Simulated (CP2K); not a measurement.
Runs of CP2K 2026.2 on Ti3Se. The structure is hexagonal, space group P-6m2 (No. 187). Conventional cell: a = 3.197 Å, b = 3.197 Å, c = 7.943 Å, α = 90.00°, β = 90.00°, γ = 120.00°. Se (site symmetry -6m2) has 6 Ti at 2.58 Å as nearest neighbours. Ti (site symmetry -6m2) has 12 Ti at 2.85 to 3.20 Å as nearest neighbours. Ti (site symmetry 3m) has 3 Se at 2.58 Å and 3 Ti at 2.85 Å as nearest neighbours. The cell comes from a database or a generator and needn't be the stable form of this composition.

```csv
level,potentials or basis,smearing,EPS_DEFAULT,points a segment of the path (NPOINTS),bands added on the path,CUTOFF of the grids,gap on the mesh (eV),pressure (GPa),largest force (eV/Å)
LDA,"GTH_POTENTIALS Se GTH-PADE-q6, Ti GTH-PADE-q12; TZVP-MOLOPT-PBE-GTH basis",fermi-dirac 0.0259 eV,1.0E-10,10,6,450 Ry,none,-7.6,(b)
PBEsol,"POTENTIAL_UZH Se GTH-PBE-q6, Ti GTH-PBE-q12; TZVP-MOLOPT-PBE-GTH basis",fermi-dirac 0.0259 eV,1.0E-10,10,2,450 Ry,none,-3.3,0.04
PBE,"POTENTIAL_UZH Se GTH-PBE-q6, Ti GTH-PBE-q12; TZVP-MOLOPT-PBE-GTH basis",fermi-dirac 0.1 eV,1.0E-9,10,4,450 Ry,none,(a),(c)
r2SCAN,"POTENTIAL_UZH Se GTH-SCAN-q6, Ti GTH-SCAN-q12; TZVP-MOLOPT-SCAN-GTH basis",fermi-dirac 0.1 eV,1.0E-9,8,2,675 Ry,none,0.1,0.05
```

Alike in all rows: task band structure; no spin polarisation; cell as given; k mesh 10 × 10 × 4.

Task: Estimate the missing entries.

Result: (a) 0.9; (b) 0.10; (c) 0.08.

Caveats: the basis of atomic orbitals isn't converged, which shifts pressures, moduli and gaps; the potentials were made for another functional, which shifts forces and pressure (some runs).

A k mesh can miss the band edges, and the runs leave out spin-orbit coupling on Se.

A gap of «none» marks a metal or a gap under the smearing width.

Not every run made on this cell is shown here.
